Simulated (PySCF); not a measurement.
# C₇H₈S: electronic excitations

Wanted: the electronic excitations of C₇H₈S (`c1cc(C2CC2)cs1`), by calculation.

Programs: PySCF 2.14.0, with density-fitted response routines of our own. Each step states its level of theory. These are calculated values for one molecule in the gas phase, unless marked as measured. Atoms count from 0, in the outputs and in this text.

## 1. Starting geometry

16 atoms, charge 0, multiplicity 1; geometry from: GFN2-xTB.

Bonds of the start (Å): C0–C1 1.35, C1–C2 1.42, C2–C3 1.47, C3–C4 1.51, C4–C5 1.49, C2–C6 1.36, C6–S7 1.72, S7–C0 1.72, C5–C3 1.51, C0–H8 1.07, C1–H9 1.08, C3–H10 1.08, C4–H11 1.08, C4–H12 1.08, C5–H13 1.08, C5–H14 1.08, C6–H15 1.07.

## 2. Excited states and response: CAM-B3LYP/def2-SVPD

The job: settings as JSON, then the geometry in Å.

```
{"job": {"kind": "uv", "xc": "CAM-B3LYP", "basis": "def2-SVPD", "nstates": 8, "ntriplets": 3}, "charge": 0, "multiplicity": 1}
C      2.489445    -0.777817     0.382869
C      1.138872    -0.838371     0.304498
C      0.548912     0.400554    -0.070812
C     -0.895465     0.636759    -0.234892
C     -1.886900    -0.059403     0.659477
C     -1.786920    -0.448262    -0.778609
C      1.494173     1.362013    -0.264280
S      3.091936     0.786782     0.002597
H      3.177166    -1.558187     0.641705
H      0.579050    -1.733798     0.506447
H     -1.130519     1.653588    -0.526097
H     -1.502431    -0.738606     1.404597
H     -2.752665     0.496923     0.984628
H     -1.333540    -1.395882    -1.025126
H     -2.583826    -0.161431    -1.447607
H      1.345115     2.384083    -0.550807
```

With the program's defaults for keys left out, this is: TDDFT CAM-B3LYP/def2-SVPD, vertical, gas phase, core orbitals frozen in the response.

Launch:

```
OMP_NUM_THREADS=1 python probes_run.py task.json out
```

This one command runs all jobs of the session in turn.

What will the session give for the following? lowest singlet (CAM-B3LYP/def2-SVPD); lowest triplet; surface potential, 1st and 99th percentile. Wanted: lowest singlet; lowest triplet; surface potential, 1st and 99th percentile.

The runs gave:

| quantity | value |
| --- | --- |
| lowest singlet (CAM-B3LYP/def2-SVPD) | 5.59 eV (222 nm), f = 0.109 |
| lowest triplet | 3.79 eV |
| surface potential, 1st and 99th percentile | -0.66 V and 0.97 V |

**Reading.** The first singlet state (HOMO→LUMO 0.91) lies at 5.59 eV and is bright. The lowest triplet lies 1.79 eV below the lowest singlet (triplets in Tamm-Dancoff, singlets in full TDDFT).
